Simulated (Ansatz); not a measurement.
# Ca3SiS: the cost of one run

Method: DFT PBE, scalar-relativistic, plane waves, PAW, in Ansatz 0.2.0.

## 1. The structure to begin with

The structure is cubic, space group Pm-3m (No. 221). Conventional cell: a = 4.852 Å, b = 4.852 Å, c = 4.852 Å, α = 90.00°, β = 90.00°, γ = 90.00°. Ca (site symmetry 4/mmm) is surrounded by 2 S at 2.43 Å and 8 Ca at 3.43 Å and 4 Si at 3.43 Å. Si (site symmetry m-3m) has 12 Ca at 3.43 Å as nearest neighbours. Around S (site symmetry m-3m) lie 6 Ca at 2.43 Å.

Structure file:

```cif
data_structure
_symmetry_space_group_name_H-M 'P 1'
_symmetry_Int_Tables_number 1
_cell_length_a 4.8519
_cell_length_b 4.8519
_cell_length_c 4.8519
_cell_angle_alpha 90.000
_cell_angle_beta 90.000
_cell_angle_gamma 90.000
_cell_volume 114.22
loop_
_atom_site_label
_atom_site_type_symbol
_atom_site_fract_x
_atom_site_fract_y
_atom_site_fract_z
_atom_site_occupancy
Ca1 Ca 0.50000 0.00000 0.50000 1
Ca2 Ca 0.00000 0.50000 0.50000 1
Ca3 Ca 0.50000 0.50000 0.00000 1
Si1 Si 0.00000 0.00000 0.00000 1
S1 S 0.50000 0.50000 0.50000 1
```

A structure generator made this guess: species swapped into a database cell of Y3PbC (Pm-3m, No. 221), with Ca on the Y sites, Si on the Pb sites and S on the C sites. The dimensions are guesses.

## 2. The guess as it stands, on a coarse mesh

File input.yaml:

```yaml
crystal:
  lattice:
    - [4.85193941, 0.0, 0.0]
    - [0.0, 4.85193941, 0.0]
    - [0.0, 0.0, 4.85193941]
  atoms:
    - { symbol: Ca, position: [0.5, 0.0, 0.5] }
    - { symbol: Ca, position: [0.0, 0.5, 0.5] }
    - { symbol: Ca, position: [0.5, 0.5, 0.0] }
    - { symbol: Si, position: [0.0, 0.0, 0.0] }
    - { symbol: S, position: [0.5, 0.5, 0.5] }
basis:
  ecutwfc: 420
kpoints:
  mp_grid: { grid: [4, 4, 4] }
hamiltonian:
  xc: pbe
scf:
  occupations: { method: gaussian, width: 0.1 }
  lower_state_search: "off"
output:
  forces: true
  stress: true
  eigenvalues: true
```

On the command line:

```
> ansatz run input.yaml --threads 1 --pin off --max-ram 2560MiB --backend cpu --events-out ev --progress --plain --runs-dir out
```

What time and memory should one allow on 1 thread of Intel Xeon Platinum 8375C at 2.90GHz (Ice Lake), shared host?

About 1.8 s, with a peak of 0.41 GiB.
